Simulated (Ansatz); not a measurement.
# Cl3FMoS: a ladder of functionals and wavefunction methods

An exercise on one series of results from a longer session: the logs are not shown, and one member is left open.

Program: Ansatz 0.2.0, Gaussian basis. Level of theory: functionals in def2-TZVPP, the program's frozen cores in correlated methods. These are calculated values, not measurements.

Plan: LDA (SPW92), PBE-D4, revPBE-D4, BLYP-D4, r2SCAN-D4, B97M-V, PBE0-D4, B3LYP-D4, r2SCANh-D4, r2SCAN0-D4, HSE06-D4, BHLYP-D4, CAM-B3LYP-D4, LC-ωPBE, ωB97X-V, ωB97M-V, B2PLYP, PBE-QIDH; CCSD(T)/def2-SVP; CCSD(T)/def2-TZVPP; MP2/def2-QZVPP; extrapolation to the limit; RPA on PBE.

1 further run of the same task is left out (for a known fault of the program).

### The relaxed structure

An earlier PBE0-D4 in a triple-zeta def2 set relaxation fixed the geometry. Mo takes the def2 core potential; no spin-orbit term is included.

6 atoms, charge 0, spin multiplicity 1.

Atoms are counted from 1 here; the program's logs count them from 0.

Bond lengths: F1–Mo2 1.848 Å, Mo2–S3 2.056 Å, Mo2–Cl4 2.271 Å, Mo2–Cl5 2.268 Å, Mo2–Cl6 2.271 Å. Angles: F1–Mo2–S3 105.1°, F1–Mo2–Cl4 84.6°, F1–Mo2–Cl5 151.6°, F1–Mo2–Cl6 84.6°, S3–Mo2–Cl4 105.5°, S3–Mo2–Cl5 103.3°, S3–Mo2–Cl6 105.5°, Cl4–Mo2–Cl5 87.9°, Cl4–Mo2–Cl6 148.9°, Cl5–Mo2–Cl6 87.9°.

Set-up of the first run:

Input file in.yaml:

```yaml
crystal:
  periodic: [false, false, false]
  atoms:
    - {symbol: F, position_ang: [-1.644166, -0.523362, 0.759414]}
    - {symbol: Mo, position_ang: [-0.012763, -0.038921, 0.039113]}
    - {symbol: S, position_ang: [1.391337, -0.760106, 1.357177]}
    - {symbol: Cl, position_ang: [-0.396281, -1.733143, -1.424324]}
    - {symbol: Cl, position_ang: [1.242276, 0.952439, -1.568501]}
    - {symbol: Cl, position_ang: [-0.538303, 2.038994, 0.790922]}
basis:
  gaussian: {orbitals: def2-TZVPP}
hamiltonian: {xc: lda}
output: {orbitals: {seedname: orbitals}}
```

Started as:

```bash
$ ansatz run in.yaml --threads 4 --pin off --events-out ev --progress --plain --max-ram 11315MiB
```

Among the steps run: LDA; PBE-D4 (GGA); revPBE-D4 (GGA); BLYP-D4 (GGA); r2SCAN-D4 (meta-GGA); B97M-V (meta-GGA); B3LYP-D4 (hybrid); r2SCANh-D4 (hybrid); r2SCAN0-D4 (hybrid); HSE06-D4 (hybrid); BHLYP-D4 (hybrid); CAM-B3LYP-D4 (range-separated); LC-ωPBE (range-separated); ωB97X-V (range-separated); ωB97M-V (range-separated); B2PLYP (double hybrid); PBE-QIDH (double hybrid).

One of the session's tables, all rows but one given; the rest of the session is left out.

It belongs to the step «Frontier levels by functional». 

```
  functional  HOMO (eV)  LUMO (eV)  gap (eV)
 LDA (SPW92)      -7.80      -5.78      2.01
      PBE-D4      -7.64      -5.58      2.06
   revPBE-D4      -7.58      -5.51      2.08
     BLYP-D4      -7.46      -5.44      2.02
   r2SCAN-D4      -7.99      -5.68      2.31
      B97M-V      -8.08      -5.68      2.40
     PBE0-D4      -8.94      -4.99      3.95
    B3LYP-D4      -8.67      -5.14      3.53
  r2SCANh-D4      -8.47      -5.43      3.04
  r2SCAN0-D4      -9.17      -5.03      4.15
    HSE06-D4      -8.55      -5.36      3.18
    BHLYP-D4     -10.06      -4.13      5.93
CAM-B3LYP-D4     -10.20      -3.97      6.23
     LC-ωPBE     -11.55      -2.97      8.58
     ωB97X-V     -11.20      -2.99      8.21
     ωB97M-V          ?          ?         ?
```

Q: Estimate the row for ωB97M-V from the others.

The run gave: HOMO (eV): -11.02; LUMO (eV): -2.94; gap (eV): 8.08. In the column «HOMO (eV)» it lies between ωB97X-V (-11.20) and CAM-B3LYP-D4 (-10.20).
